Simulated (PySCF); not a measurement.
# C3H5F3NP: the cost of one run

Computed with PySCF 2.14.0 and routines of our own; the level stands in each step. Atoms count from 0.

## (1) The system as given

13 atoms, charge 0, multiplicity 1; geometry from: GFN2-xTB.

## (2) Magnetic properties: GIAO B97-2/pcSseg-1

Job settings and geometry (Å):

```
{"job": {"kind": "mag", "xc": "B97-2", "basis": "pcSseg-1", "isotopologues": 2}, "charge": 0, "multiplicity": 1}
C      2.086422     0.135896     0.265060
C      1.113099    -0.654846    -0.154384
P     -0.317074    -0.060609    -1.107812
N     -0.368602     1.534740    -0.600763
C     -1.559501    -0.862190     0.114109
F     -1.415955    -2.183131     0.244254
F     -2.824780    -0.633015    -0.274457
F     -1.446524    -0.332124     1.350520
H      2.943696    -0.245950     0.794559
H      2.057548     1.198755     0.091344
H      1.152393    -1.728653    -0.018817
H     -0.998309     2.130312    -1.120107
H     -0.426802     1.701301     0.398765
```

With the program's defaults for keys left out, this is: GIAO B97-2/pcSseg-1 magnetisability, rotational g tensor and spin-rotation constants, non-relativistic, gas phase.

On the command line:

```console
$ OMP_NUM_THREADS=1 python excited_run.py task.json out
```

This one command runs all jobs of the session in turn.

**Question.** How long does this first job take on 1 thread of Arm Neoverse V1, shared host, and how much memory does it need?

About 23 s, with a peak of 0.76 GiB.
